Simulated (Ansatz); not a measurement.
# C₂H₅FSi₂: a ladder of functionals and wavefunction methods

The task here is to estimate one member of a computed series from the others.

Method: functionals in def2-TZVPP, the program's frozen cores in correlated methods; program: Ansatz 0.2.0, Gaussian basis.

Levels to be run: PBE-D4, r2SCAN-D4, PBE0-D4, B3LYP-D4, ωB97X-V, ωB97M-V, B2PLYP; CCSD(T)/def2-TZVPP; MP2/def2-QZVPP; extrapolation to the limit.

### Structure used throughout

All runs share one geometry, relaxed beforehand with PBE0-D4 in a triple-zeta def2 set.

SMILES `FC1=C[SiH2][SiH2]1`, 10 atoms, charge 0, spin multiplicity 1.

Atoms are counted from 1 here; the program's logs count them from 0.

Bond lengths: F1–C2 1.337 Å, C2–C3 1.343 Å, C2–Si5 1.890 Å, C3–Si4 1.870 Å, C3–H6 1.087 Å, Si4–Si5 2.329 Å, Si4–H7 1.487 Å, Si4–H8 1.487 Å, Si5–H9 1.487 Å, Si5–H10 1.487 Å. Angles: F1–C2–C3 123.4°, F1–C2–Si5 128.6°, C3–C2–Si5 108.0°, C2–C3–Si4 102.4°, C2–C3–H6 123.7°, Si4–C3–H6 133.8°, C3–Si4–Si5 76.9°, C3–Si4–H7 115.0°, C3–Si4–H8 115.0°, Si5–Si4–H7 119.2°, Si5–Si4–H8 119.1°, H7–Si4–H8 108.6°, C2–Si5–Si4 72.7°, C2–Si5–H9 114.4°, C2–Si5–H10 114.4°, Si4–Si5–H9 120.9°, Si4–Si5–H10 120.9°, H9–Si5–H10 109.0°.

Set-up of the first run:

The input, in.yaml:

```yaml
crystal:
  periodic: [false, false, false]
  atoms:
    - {symbol: F, position_ang: [2.183514, 0.305254, 1.298209]}
    - {symbol: C, position_ang: [1.058289, 0.100575, 0.604895]}
    - {symbol: C, position_ang: [0.808658, -1.024457, -0.084025]}
    - {symbol: Si, position_ang: [-0.882537, -0.687579, -0.806175]}
    - {symbol: Si, position_ang: [-0.424590, 1.253316, 0.395982]}
    - {symbol: H, position_ang: [1.496629, -1.863995, -0.138327]}
    - {symbol: H, position_ang: [-0.931732, -0.625257, -2.290994]}
    - {symbol: H, position_ang: [-1.961039, -1.595096, -0.332647]}
    - {symbol: H, position_ang: [-1.147632, 1.557364, 1.658870]}
    - {symbol: H, position_ang: [-0.116361, 2.528677, -0.302988]}
basis:
  gaussian: {orbitals: def2-TZVPP}
hamiltonian: {xc: pbe, dispersion: d4}
output: {forces: true, orbitals: {seedname: orbitals}}
```

Started as:

```bash
$ ansatz run in.yaml --threads 4 --pin off --events-out ev --progress --plain --max-ram 10444MiB
```

Steps of the session up to this table: PBE-D4 (GGA); r2SCAN-D4 (meta-GGA); PBE0-D4 (hybrid); B3LYP-D4 (hybrid); ωB97X-V (range-separated); ωB97M-V (range-separated); B2PLYP (double hybrid); CCSD(T) in def2-TZVPP; MP2 in def2-QZVPP.

One table of the session follows, with a row left open; its other results are not shown here.

It belongs to the step «Atomisation energies». 

| method | atomisation energy (kJ/mol) |
| --- | --- |
| PBE-D4 | 3678.9 |
| r2SCAN-D4 | 3622.6 |
| PBE0-D4 | 3616.1 |
| B3LYP-D4 | ? |
| ωB97X-V | 3630.3 |
| ωB97M-V | 3613.6 |
| B2PLYP | 3554.5 |
| HF/def2-TZVPP | 2627.4 |
| MP2/def2-TZVPP | 3558.7 |
| CCSD/def2-TZVPP | 3439.8 |
| CCSD(T)/def2-TZVPP | 3501.4 |
| MP2/CBS | 3659.0 |
| CCSD(T)/CBS | 3601.7 |

Estimate the missing values for B3LYP-D4.

As computed: atomisation energy (kJ/mol): 3594.6. In the column «atomisation energy (kJ/mol)» it lies between MP2/def2-TZVPP (3558.7) and CCSD(T)/CBS (3601.7).

Caveats from the session: Free atoms (1 F, 2 C, 2 Si, 5 H) were run apart at each level; the atomisation energy is their sum less the molecule, without zero-point or spin-orbit terms.
